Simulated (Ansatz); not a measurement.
# TaO+ (triplet): the correlation ladder, def2-QZVPP

An exercise on one series of results from a longer session: the logs are not shown, and one member is left open.

The runs use Ansatz 0.2.0, Gaussian basis; def2-QZVPP, core rule «outside noble gas», up to 5 orbitals frozen.

Plan: UHF; ROHF; CCSD(T) on UHF.

2 further runs of the same task are left out: 2 set aside as unsound or not needed. Runs told in other sessions of the task aren't counted.

### What is computed

The geometry is a PBE0/def2-TZVP stationary point (not a proven minimum) of the parent state, kept for this charge and spin. No spin-orbit coupling is included. Elements past krypton take def2 core potentials.

2 atoms, charge 1, spin multiplicity 3.

Atoms are counted from 1 here; the program's logs count them from 0.

Bond lengths: Ta1–O2 1.652 Å.

The first run:

The input, in.yaml:

```yaml
crystal:
  periodic: [false, false, false]
  atoms:
    - {symbol: Ta, position_ang: [0.000000, 0.000000, 0.000000]}
    - {symbol: O, position_ang: [0.000000, 0.000000, 1.651800]}
basis:
  gaussian: {orbitals: "def2-QZVPP.json"}
total_charge: 1
magnetization: {spin_polarized: true, initial_magnetization: 2}
hamiltonian: {xc: hf}
output: {orbitals: {seedname: orbitals}}
```

Run with:

```console
> ansatz run in.yaml --threads 1 --pin off --events-out ev --progress --plain --max-ram 4096MiB --backend cpu
```

Steps of the session up to this table: UHF; ROHF; CCSD(T) on UHF.

One table of the session follows, with a row left open; its other results are not shown here.

| method | from UCCSD(T) (meV) |
| --- | --- |
| ROHF | +10249.6 |
| UHF | +10076.6 |
| UMP2 | +15.6 |
| UCCSD | ? |
| UCCSD(T) | 0 |

Q: Estimate the row for UCCSD from the others.

As computed: from UCCSD(T) (meV): +642.3. In the column «from UCCSD(T) (meV)» it lies between UMP2 (+15.6) and UHF (+10076.6).
